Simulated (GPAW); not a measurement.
# C2H4AlN (SMILES N=C=[CH][AlH2]): LDA (PW92)/sz(dzp) (scalar-relativistic datasets)

Aim: ionisation energies of C2H4AlN. The job is set up through an ASE script.

The results are computed with GPAW 26.7.0.

6 further runs of the same task are left out: 3 that didn't finish, 3 set aside as unsound or not needed.

## (1) The molecule

C2H4AlN has 8 atoms, charge 0, and is taken as a singlet. SMILES: `N=C=[CH][AlH2]`. Geometry: a GFN2-xTB relaxation, a rough one for these elements and not checked as a minimum.

Bond lengths: N1–C2 1.210 Å, C2–C3 1.304 Å, C3–Al4 1.959 Å, N1–H5 1.006 Å, C3–H6 1.085 Å, Al4–H7 1.552 Å, Al4–H8 1.547 Å. Angles: N1–C2–C3 169.8°, C2–C3–Al4 115.6°, C2–N1–H5 125.8°, C2–C3–H6 119.1°, Al4–C3–H6 125.2°, C3–Al4–H7 121.4°, C3–Al4–H8 124.1°, H7–Al4–H8 114.5°.

## (2) Ionisation energies at LDA (PW92)/sz(dzp) (scalar-relativistic datasets)

Input file mol.xyz:

```xyz
8

N      0.415860     1.931650    -0.986130
C      0.486170     1.067720    -0.141220
C      0.633840     0.001540     0.594580
Al    -0.555520    -1.494660     0.166480
H     -0.197010     2.728490    -0.963880
H      1.368570     0.008500     1.392730
H     -1.948210    -1.262290    -0.477090
H     -0.203700    -2.980960     0.414530
```

Input file mol_ipea.py:

```python
from ase.io import read
from gpaw import GPAW

mol = read('mol.xyz')
mol.center(vacuum=4.5)

energies = {}
for name, charge, unpaired in [('neutral', 0, 0), ('oxidised', 1, 1)]:
    mol.set_initial_magnetic_moments([unpaired / len(mol)] * len(mol))
    calc = GPAW(mode='lcao',
                basis='sz(dzp)',
                occupations={'name': 'fermi-dirac', 'width': 0.0, 'fixmagmom': unpaired > 0},
                xc='LDA',
                symmetry='off',
                h=0.25,
                charge=charge,
                maxiter=100,
                txt=f'{name}.txt')
    mol.calc = calc
    energies[name] = mol.get_potential_energy()
    print(f'{name:10} {energies[name]:12.5f} eV')

ip = energies['oxidised'] - energies['neutral']
print(f'Vertical IP             {ip:.3f} eV')
```

The run is started by

```
$ python mol_ipea.py > mol_ipea.log
```

**Question.** What will come out? Wanted: first ionisation energy.

**Answer.** As computed:

Level: LDA (PW92)/sz(dzp) (scalar-relativistic datasets).

| quantity | value |
| --- | --- |
| first ionisation energy | 10.61 eV |
